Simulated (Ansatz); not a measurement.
# C2H5ClGe: a ladder of functionals and wavefunction methods

One table from this session's results is given with a row withheld; the runs are named, their logs left out.

Program: Ansatz 0.2.0, Gaussian basis. Level of theory: functionals in def2-TZVPP, the program's frozen cores in correlated methods. These are calculated values, not measurements.

Levels to be run: LDA (SPW92), PBE-D4, revPBE-D4, BLYP-D4, r2SCAN-D4, B97M-V, PBE0-D4, B3LYP-D4, r2SCANh-D4, r2SCAN0-D4, HSE06-D4, BHLYP-D4, CAM-B3LYP-D4, LC-ωPBE, ωB97X-V, ωB97M-V, B2PLYP, PBE-QIDH; CCSD(T)/def2-SVP; CCSD(T)/def2-TZVPP; MP2/def2-QZVPP; extrapolation to the limit; RPA on PBE.

**The relaxed structure**

The geometry comes from an earlier relaxation with PBE0-D4 in a triple-zeta def2 set; it is a stationary point, not always the lowest conformer.

SMILES `C[CH2][Ge][Cl]`, 9 atoms, charge 0, spin multiplicity 1.

Atoms are counted from 1 here; the program's logs count them from 0.

Bond lengths: C1–C2 1.517 Å, C1–H5 1.092 Å, C1–H6 1.094 Å, C1–H7 1.092 Å, C2–Ge3 1.993 Å, C2–H8 1.100 Å, C2–H9 1.101 Å, Ge3–Cl4 2.197 Å. Angles: C2–C1–H5 111.4°, C2–C1–H6 111.5°, C2–C1–H7 111.4°, H5–C1–H6 107.9°, H5–C1–H7 106.7°, H6–C1–H7 107.8°, C1–C2–Ge3 121.4°, C1–C2–H8 111.5°, C1–C2–H9 111.4°, Ge3–C2–H8 103.7°, Ge3–C2–H9 103.2°, H8–C2–H9 103.9°, C2–Ge3–Cl4 99.6°.

The first run:

File in.yaml:

```yaml
crystal:
  periodic: [false, false, false]
  atoms:
    - {symbol: C, position_ang: [-0.161689, 0.922791, -0.026233]}
    - {symbol: C, position_ang: [-0.082992, -0.427522, 0.659607]}
    - {symbol: Ge, position_ang: [0.544582, -2.051473, -0.311276]}
    - {symbol: Cl, position_ang: [0.831900, -1.193064, -2.312928]}
    - {symbol: H, position_ang: [-0.824953, 0.891358, -0.892547]}
    - {symbol: H, position_ang: [-0.532990, 1.695991, 0.652515]}
    - {symbol: H, position_ang: [0.816583, 1.241618, -0.391464]}
    - {symbol: H, position_ang: [0.562006, -0.391144, 1.550519]}
    - {symbol: H, position_ang: [-1.064047, -0.734854, 1.054806]}
basis:
  gaussian: {orbitals: def2-TZVPP}
hamiltonian: {xc: lda}
output: {orbitals: {seedname: orbitals}}
```

Steps of the session up to this table: LDA; PBE-D4 (GGA); revPBE-D4 (GGA); BLYP-D4 (GGA); r2SCAN-D4 (meta-GGA); B97M-V (meta-GGA); PBE0-D4 (hybrid); B3LYP-D4 (hybrid); r2SCANh-D4 (hybrid); r2SCAN0-D4 (hybrid); HSE06-D4 (hybrid); BHLYP-D4 (hybrid); CAM-B3LYP-D4 (range-separated); LC-ωPBE-D4 (range-separated; the results give it without D4); ωB97X-V (range-separated); ωB97M-V (range-separated); B2PLYP (double hybrid); PBE-QIDH (double hybrid).

One table of the session follows, with a row left open; its other results are not shown here.

It belongs to the step «Frontier levels by functional». 

```
  functional  HOMO (eV)  LUMO (eV)  gap (eV)
 LDA (SPW92)      -5.73      -3.54      2.18
      PBE-D4      -5.58      -3.30      2.27
   revPBE-D4      -5.52      -3.21      2.31
     BLYP-D4      -5.45      -3.21      2.24
   r2SCAN-D4      -5.83      -3.25      2.59
      B97M-V      -5.85      -3.18      2.67
     PBE0-D4      -6.66      -2.53      4.13
    B3LYP-D4      -6.48      -2.75      3.73
  r2SCANh-D4      -6.23      -2.95      3.28
  r2SCAN0-D4          ?          ?         ?
    HSE06-D4      -6.27      -2.90      3.37
    BHLYP-D4      -7.63      -1.67      5.96
CAM-B3LYP-D4      -7.94      -1.50      6.43
     LC-ωPBE      -9.21      -0.37      8.84
     ωB97X-V      -8.88      -0.47      8.41
     ωB97M-V      -8.76      -0.57      8.19
```

Q: Estimate the row for r2SCAN0-D4 from the others.

Worked estimate for «HOMO (eV)». Against the share of exact exchange, r2SCAN-D4 (0, -5.83), r2SCANh-D4 (0.1, -6.23) give a slope of -4.00 per unit share; at 0.25 the line stands at -6.83.

As computed: HOMO (eV): -6.82; LUMO (eV): -2.50; gap (eV): 4.33. In «HOMO (eV)» the line misses by -0.01.
